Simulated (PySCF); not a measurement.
# CH6O2SeSi: the cost of one run

The runs use PySCF 2.14.0, with density-fitted response routines of our own; the level of theory stands in each step. All values are computed, except where a source is named. Atoms count from 0, in the outputs and in this text.

## (1) Starting geometry

11 atoms, charge 0, multiplicity 1; geometry from: GFN2-xTB. The atoms were then displaced at random by about 0.01 Å, so the start is not that level's minimum.

Bonds of the start (Å): C0–Se1 1.92, Se1–O2 1.58, Se1–O3 1.57, Se1–Si4 2.34, C0–H5 1.10, C0–H6 1.08, C0–H7 1.12, Si4–H8 1.48, Si4–H9 1.47, Si4–H10 1.45.

## (2) Geometry optimisation at PBE0-D3(BJ)/def2-SVP

The job: settings as JSON, then the geometry in Å.

```
{"job": {"xc": "PBE0", "basis": "def2-SVP", "d3": "d3bj", "grid": 1, "shake": 0.01, "kind": "geom"}, "charge": 0, "multiplicity": 1}
C     -1.621110     0.508070    -0.304860
Se    -0.229690    -0.357220     0.692210
O     -0.140200     0.350590     2.104660
O     -0.573090    -1.886700     0.817150
Si     1.840680    -0.194170    -0.381010
H     -2.544060     0.385840     0.289310
H     -1.733860     0.057280    -1.280210
H     -1.396590     1.596850    -0.401130
H      2.729160    -0.900420     0.563110
H      2.082430     1.249810    -0.457180
H      1.624440    -0.835770    -1.657710
```

Started as:

```
OMP_NUM_THREADS=1 python probes_run.py task.json out
```

This one command runs all jobs of the session in turn.

Q: Estimate the wall time and peak memory of this first job on 1 thread of Arm Neoverse V1, shared host.

About 54 s, with a peak of 0.5 GiB.
